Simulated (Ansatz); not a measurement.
# GeSiNH7 (SMILES [SiH3][NH][GeH3]) at B3LYP/6-31G(d) (spherical functions)

Aim: the electronic atomisation energy of GeSiNH7 at B3LYP/6-31G* (spherical functions), from 5 runs. 

The calculation is run with Ansatz 0.2.0.

37 further runs of the same task are left out: 37 set aside as unsound or not needed.

## 1. Starting point

GeSiNH7 has 10 atoms, charge 0, and is taken as a singlet. As SMILES, `[SiH3][NH][GeH3]`. The coordinates come from a PBE0-D4/def2-TZVP relaxation.

Bond lengths: Si1–N2 1.718 Å, N2–Ge3 1.839 Å, Si1–H4 1.486 Å, Si1–H5 1.489 Å, Si1–H6 1.492 Å, N2–H7 1.009 Å, Ge3–H8 1.534 Å, Ge3–H9 1.543 Å, Ge3–H10 1.538 Å. Some angles: Si1–N2–Ge3 127.5°, Si1–N2–H7 117.0°, Ge3–N2–H7 114.2°, N2–Si1–H4 107.3°, N2–Si1–H5 110.3°, N2–Si1–H6 114.2°, N2–Ge3–H8 106.7°, N2–Ge3–H9 111.7°, N2–Ge3–H10 108.4°, H4–Si1–H5 110.0°.

## 2. A single-point energy at B3LYP/6-31G(d) (spherical functions)

job.yaml reads:

```yaml
crystal:
  periodic: [false, false, false]
  atoms:
    - {symbol: Si, position_ang: [-1.146800, 0.522200, -0.945600]}
    - {symbol: N, position_ang: [0.461400, 0.319100, -0.375700]}
    - {symbol: Ge, position_ang: [1.020100, -0.675800, 1.066200]}
    - {symbol: H, position_ang: [-1.923700, -0.668500, -0.512900]}
    - {symbol: H, position_ang: [-1.160200, 0.627200, -2.430500]}
    - {symbol: H, position_ang: [-1.835500, 1.735800, -0.416100]}
    - {symbol: H, position_ang: [1.159100, 0.952900, -0.736500]}
    - {symbol: H, position_ang: [-0.018900, -1.787400, 1.262400]}
    - {symbol: H, position_ang: [1.119900, 0.180400, 2.345600]}
    - {symbol: H, position_ang: [2.407800, -1.257200, 0.745900]}
basis:
  gaussian: {orbitals: 6-31G_st_-spherical.json}
hamiltonian: {xc: {name: B3LYP}}
accuracy: high
output: {orbitals: {seedname: orbitals}}
```

The basis set 6-31G* is read from a file made from the Basis Set Exchange's data (not shown).

Started as:

```sh
$ ansatz run job.yaml --threads 1 --pin off --max-ram 3480MiB --events-out events.jsonl --progress --plain --runs-dir runs
```

The program printed:

```text
Warning: RAYON_NUM_THREADS=1 ignored (pool sized by the plan → 1); use --threads N
Functional definition: B3LYP
  name "B3LYP"
  parameter a0 = 0.2
  parameter ax = 0.72
  parameter ac = 0.81
  exchange = (1 - a0 - ax)*slater_x + ax*b88_x + a0*exact_x
  correlation = (1 - ac)*vwn_rpa_c + ac*lyp_c
1779 factors; integrals over basis functions are off by at most 6.0e-9 eV
mean field evaluation 1: about -65987.0930 eV, gradient 5.8e1 eV
mean field evaluation 2: about -65970.6808 eV, gradient 9.7e1 eV
mean field evaluation 4: about -65993.5067 eV, gradient 3.2e0 eV
mean field evaluation 8: about -65993.6758 eV, gradient 1.9e-1 eV
mean field evaluation 16: about -65993.6760 eV, gradient 9.8e-6 eV
mean field -65993.67597199 eV, -2425.2228598504 hartree, gradient 8.9e-8 eV, S^2 0.000000; 0 other end points of the search recorded, 0 dependent functions left out
reference -65993.67601879 eV, -2425.2228615702 hartree; 30, 30 occupied and 48, 48 virtual orbitals, 1779 factors
Total energy: -65993.67601879 eV, -2425.2228615702 hartree
```

Run time: 8.4 s. Hardware: 1 thread of Arm Neoverse V1, shared host; peak memory 0.28 GiB.

## 3. The Ge atom, same level

job.yaml reads:

```yaml
basis:
  gaussian:
    orbitals: 6-31G_st_-spherical.json
crystal:
  periodic: [false, false, false]
  atoms:
    - {symbol: Ge, position_ang: [0.000000, 0.000000, 0.000000]}
magnetization:
  spin_polarized: true
  initial_magnetization: 2
hamiltonian:
  xc: {name: B3LYP}
accuracy: high
```

The basis set 6-31G* is read from a file made from the Basis Set Exchange's data (not shown).

Run the same way, it converges to -2076.68559 Eh (log not shown).

## 4. The H atom, same level

job.yaml reads:

```yaml
crystal:
  periodic: [false, false, false]
  atoms:
    - {symbol: H, position_ang: [0.000000, 0.000000, 0.000000]}
basis:
  gaussian:
    orbitals: "6-31G*"
accuracy: high
magnetization:
  spin_polarized: true
  initial_magnetization: 1
hamiltonian:
  xc: {name: B3LYP}
```

Run the same way, it converges to -0.50027 Eh (log not shown).

## 5. The N atom

input.yaml reads:

```yaml
crystal:
  periodic: [false, false, false]
  atoms:
    - {symbol: "N", position_ang: [0.000000, 0.000000, 0.000000]}
basis:
  gaussian:
    orbitals: 6-31G_st_-spherical.json
magnetization:
  spin_polarized: true
  initial_magnetization: 3
hamiltonian:
  xc: {name: B3LYP}
accuracy: high
```

The basis set 6-31G* is read from a file made from the Basis Set Exchange's data (not shown).

Run the same way, it converges to -54.58288 Eh (log not shown).

## 6. The Si atom, same level

molecule.yaml reads:

```yaml
crystal:
  periodic: [false, false, false]
  atoms:
    - {symbol: Si, position_ang: [0.000000, 0.000000, 0.000000]}
basis:
  gaussian:
    orbitals: 6-31G_st_-spherical.json
magnetization:
  spin_polarized: true
  initial_magnetization: 2
hamiltonian:
  xc: {name: B3LYP}
accuracy: high
```

The basis set 6-31G* is read from a file made from the Basis Set Exchange's data (not shown).

Started as:

```sh
$ ansatz run molecule.yaml --threads 1 --pin off --max-ram 3480MiB --events-out events.jsonl --progress --plain --runs-dir runs
```

The program printed (excerpt; [...] marks lines left out):

```text
Warning: RAYON_NUM_THREADS=1 ignored (pool sized by the plan → 1); use --threads N
[... 7 set-up lines as earlier in the session ...]
141 factors; integrals over basis functions are off by at most 2.6e-9 eV
mean field evaluation 1: about -7874.0967 eV, gradient 2.2e0 eV
mean field evaluation 2: about -7874.1484 eV, gradient 6.3e-1 eV
mean field evaluation 4: about -7874.1531 eV, gradient 1.2e-1 eV
mean field evaluation 8: about -7874.1532 eV, gradient 7.3e-5 eV
mean field evaluation 16: about -7874.1532 eV, gradient 4.4e-2 eV
mean field -7874.15323606 eV, -289.3697941324 hartree, gradient 3.7e-8 eV, S^2 2.001919; 1 other end points of the search recorded, 0 dependent functions left out
reference -7874.15325710 eV, -289.3697949057 hartree; 8, 6 occupied and 10, 12 virtual orbitals, 141 factors
Total energy: -7874.15325710 eV, -289.3697949057 hartree
```

Wall time 1 s (1 thread of Arm Neoverse V1, shared host).

## 7. Results

Level: B3LYP/6-31G* (spherical functions).

```
                     quantity           value
       molecule: total energy  -2425.22286 Eh
        molecule: HOMO energy        -6.76 eV
        molecule: LUMO energy         0.11 eV
      molecule: HOMO–LUMO gap         6.88 eV
        Ge atom: total energy  -2076.68559 Eh
                Ge atom: ⟨S²⟩           2.002
         H atom: total energy     -0.50027 Eh
                 H atom: ⟨S²⟩           0.750
         N atom: total energy    -54.58288 Eh
                 N atom: ⟨S²⟩           3.752
        Si atom: total energy   -289.36979 Eh
                Si atom: ⟨S²⟩           2.002
electronic atomisation energy       29.462 eV
```

In words: Taking the molecule apart into free atoms costs 29.46 eV (2843 kJ/mol), before zero-point energy and without spin-orbit coupling.
